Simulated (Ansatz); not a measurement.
**GeF+ (triplet): wave-function methods side by side, cc-pVTZ**

An exercise on one series of results from a longer session: the logs are not shown, and one member is left open.

Computed with Ansatz 0.2.0, Gaussian basis. Level: cc-pVTZ, core rule «outside noble gas», up to 15 orbitals frozen.

Plan: UHF; CCSD(T) on ROHF; CCSD(T) on UHF; BCCD(T) on ROHF; CISD; CCSDT(Q) on ROHF; CCSDT(Q) on UHF.

10 further runs of the same task are left out: 6 for a known fault of the program, 4 set aside as unsound or not needed.

**What is computed**

The geometry is a PBE0/def2-TZVP stationary point (not a proven minimum) of the parent state, kept for this charge and spin. No spin-orbit coupling is included. The filled d shell of Ge may be among the frozen orbitals whatever the setting's name suggests; the logs give the count.

2 atoms, charge 1, spin multiplicity 3.

Atoms are counted from 1 here; the program's logs count them from 0.

Bond lengths: Ge1–F2 1.756 Å.

Set-up of the first run:

Input file in.yaml:

```yaml
crystal:
  periodic: [false, false, false]
  atoms:
    - {symbol: Ge, position_ang: [0.000000, 0.000000, 0.000000]}
    - {symbol: F, position_ang: [0.000000, 0.000000, 1.755700]}
basis:
  gaussian: {orbitals: cc-pVTZ}
total_charge: 1
magnetization: {spin_polarized: true, initial_magnetization: 2}
hamiltonian: {xc: hf}
output: {orbitals: {seedname: orbitals}}
```

Run with:

```console
> ansatz run in.yaml --threads 1 --pin off --events-out ev --progress --plain --max-ram 4096MiB --backend cpu
```

Among the steps run: UHF; CCSD(T) on ROHF; CCSD(T) on UHF; BCCD(T) on ROHF; CISD; CCSDT(Q) on ROHF; CCSDT(Q) on UHF.

One of the session's tables, all rows but one given; the rest of the session is left out.

It belongs to the step «Misses and costs». 

| method | from RCCSDT(Q) (meV) |
| --- | --- |
| ROHF | +8627.1 |
| UHF | +8471.7 |
| RMP2 | +396.1 |
| UMP2 | +450.8 |
| RCCSD | +339.4 |
| UCCSD | +304.0 |
| RCCSD(T) | +21.3 |
| UCCSD(T) | +8.9 |
| BCCD(T) | ? |
| RCCSDT | +9.3 |
| UCCSDT | -10.3 |
| RCCSDT(Q) | 0 |
| UCCSDT(Q) | -29.0 |

Estimate the missing values for BCCD(T).

As computed: from RCCSDT(Q) (meV): +23.7. In the column «from RCCSDT(Q) (meV)» it lies between RCCSD(T) (+21.3) and UCCSD (+304.0).

Not comparable, so not listed: CISD (they don't share determinant, frozen orbitals or solution with the rows shown, or repeat one).

To keep in mind: Restricted and unrestricted rows rest on different reference determinants; where their highest levels disagree by more than a few hundredths of an eV, they describe different states and don't form one ladder.
